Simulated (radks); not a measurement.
# Filling a hard-walled sphere of radius 4.27 bohr*, with a point charge of +1 at the centre: electrons 13 to 15

Which level does each new electron take in a hard-walled sphere of radius 4.27 bohr*, with a point charge of +1 at the centre, and at which counts is the dot hardest to charge further? Each count tries a few candidate levels and keeps the lowest.

The numbers are computed with radks (version 2): non-relativistic spin-polarised Kohn-Sham, r2SCAN, spherically averaged shells.

## 1. The model

| Property | Result |
| --- | --- |
| well | a hard-walled sphere of radius 4.27 bohr*, with a point charge of +1 at the centre |
| functional | r2SCAN |
| levels | named by radial order: 1s, 1p, 1d, 2s, 1f and so on |
| units | effective atomic units, hartree* and bohr* |
| configuration carried in | 1s2 1p6 1d(up 4, down 0) (N = 12, energy 22.635631) |

Further steps of the session: N = 13; 14 electrons; 15 electrons.

**Question.** What will these runs give? Wanted: closed shells at N; largest addition energy; most unpaired electrons; configuration at N = 15.

As calculated:

| quantity | value |
| --- | --- |
| closed shells at N | none in this range |
| largest addition energy | 0.391 hartree* at N = 13 (of N = 13 to 14) |
| most unpaired electrons | 5 at N = 13 |
| configuration at N = 15 | 1s2 1p6 1d(up 5, down 2) |

**Reading.** No closed-shell configuration falls in this range; the second difference peaks at N = 13, where a shell is half full. Among the lowest states kept at each count, up to 5 electrons are unpaired (N = 13), since exchange favours parallel spins. The model keeps every shell spherical, so real clusters and dots, which can deform, may order levels otherwise.
